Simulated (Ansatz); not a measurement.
**C2H6FMoNO: one species, many methods**

An exercise on one series of results from a longer session: the logs are not shown, and one member is left open.

The runs use Ansatz 0.2.0, Gaussian basis; functionals in def2-TZVPP, the program's frozen cores in correlated methods.

The runs, in order: LDA (SPW92), PBE-D4, revPBE-D4, BLYP-D4, r2SCAN-D4, B97M-V, PBE0-D4, B3LYP-D4, r2SCANh-D4, r2SCAN0-D4, HSE06-D4, BHLYP-D4, CAM-B3LYP-D4, LC-ωPBE, ωB97X-V, ωB97M-V, B2PLYP, PBE-QIDH; CCSD(T)/def2-SVP; MP2/def2-TZVPP; MP2/def2-QZVPP; RPA on PBE.

### The geometry

All runs share one geometry, relaxed beforehand with PBE0-D4 in a triple-zeta def2 set. Mo takes the def2 core potential; no spin-orbit term is included.

SMILES `C[N]=[Mo]([CH3])(=[O])[F]`, 12 atoms, charge 0, spin multiplicity 1.

Atoms are counted from 1 here; the program's logs count them from 0.

Bond lengths: C1–N2 1.418 Å, C1–H7 1.095 Å, C1–H8 1.096 Å, C1–H9 1.095 Å, N2–Mo3 1.718 Å, Mo3–C4 2.104 Å, Mo3–O5 1.676 Å, Mo3–F6 1.865 Å, C4–H10 1.094 Å, C4–H11 1.091 Å, C4–H12 1.094 Å. Angles: N2–C1–H7 109.4°, N2–C1–H8 111.5°, N2–C1–H9 110.4°, H7–C1–H8 108.6°, H7–C1–H9 107.8°, H8–C1–H9 109.1°, C1–N2–Mo3 151.6°, N2–Mo3–C4 102.9°, N2–Mo3–O5 107.7°, N2–Mo3–F6 111.4°, C4–Mo3–O5 106.3°, C4–Mo3–F6 111.5°, O5–Mo3–F6 116.1°, Mo3–C4–H10 108.6°, Mo3–C4–H11 111.9°, Mo3–C4–H12 108.6°, H10–C4–H11 109.1°, H10–C4–H12 109.9° and more.

Coordinates:

```
C    -0.9896   -0.7476    1.8418
N    -0.1507   -0.0122    0.9657
Mo    0.0869    1.0352   -0.3751
C     1.1261   -0.1811   -1.7420
O    -1.4137    1.3357   -1.0578
F     1.0863    2.5355    0.1019
H    -0.6895   -1.8006    1.8347
H    -2.0409   -0.6824    1.5390
H    -0.8877   -0.3778    2.8670
H     1.2842    0.3871   -2.6639
H     0.5755   -1.0936   -1.9744
H     2.0901   -0.4535   -1.3031
```

The first run:

in.yaml

```yaml
crystal:
  periodic: [false, false, false]
  atoms:
    - {symbol: C, position_ang: [-0.989591, -0.747585, 1.841809]}
    - {symbol: N, position_ang: [-0.150688, -0.012191, 0.965732]}
    - {symbol: Mo, position_ang: [0.086851, 1.035235, -0.375117]}
    - {symbol: C, position_ang: [1.126055, -0.181067, -1.741958]}
    - {symbol: O, position_ang: [-1.413655, 1.335674, -1.057754]}
    - {symbol: F, position_ang: [1.086338, 2.535548, 0.101945]}
    - {symbol: H, position_ang: [-0.689492, -1.800634, 1.834725]}
    - {symbol: H, position_ang: [-2.040942, -0.682441, 1.538971]}
    - {symbol: H, position_ang: [-0.887690, -0.377847, 2.866954]}
    - {symbol: H, position_ang: [1.284154, 0.387140, -2.663936]}
    - {symbol: H, position_ang: [0.575450, -1.093611, -1.974409]}
    - {symbol: H, position_ang: [2.090112, -0.453525, -1.303061]}
basis:
  gaussian: {orbitals: def2-TZVPP}
hamiltonian: {xc: lda}
output: {orbitals: {seedname: orbitals}}
```

Started as:

```bash
$ ansatz run in.yaml --threads 4 --pin off --events-out ev --progress --plain --max-ram 11315MiB
```

Steps of the session up to this table: LDA; PBE-D4 (GGA); revPBE-D4 (GGA); BLYP-D4 (GGA); r2SCAN-D4 (meta-GGA); B97M-V (meta-GGA); B3LYP-D4 (hybrid); r2SCANh-D4 (hybrid); r2SCAN0-D4 (hybrid); HSE06-D4 (hybrid); BHLYP-D4 (hybrid); CAM-B3LYP-D4 (range-separated); LC-ωPBE (range-separated); ωB97X-V (range-separated); ωB97M-V (range-separated); B2PLYP (double hybrid); PBE-QIDH (double hybrid).

One table of the session follows, with a row left open; its other results are not shown here.

It belongs to the step «Frontier levels by functional». 

```
  functional  HOMO (eV)  LUMO (eV)  gap (eV)
 LDA (SPW92)      -6.64      -3.11      3.53
      PBE-D4      -6.46      -2.87      3.58
   revPBE-D4      -6.39      -2.78      3.61
     BLYP-D4      -6.36      -2.80      3.56
   r2SCAN-D4      -6.72      -2.81      3.92
      B97M-V          ?          ?         ?
     PBE0-D4      -7.81      -2.08      5.73
    B3LYP-D4      -7.60      -2.34      5.27
  r2SCANh-D4      -7.23      -2.51      4.73
  r2SCAN0-D4      -8.00      -2.05      5.96
    HSE06-D4      -7.41      -2.46      4.95
    BHLYP-D4      -9.10      -1.17      7.93
CAM-B3LYP-D4      -9.18      -1.02      8.16
     LC-ωPBE     -10.46       0.17     10.62
     ωB97X-V     -10.13       0.08     10.21
     ωB97M-V     -10.07       0.03     10.09
```

Q: Estimate the row for B97M-V from the others.

As computed: HOMO (eV): -6.81; LUMO (eV): -2.79; gap (eV): 4.01. In the column «HOMO (eV)» it lies between r2SCANh-D4 (-7.23) and r2SCAN-D4 (-6.72).
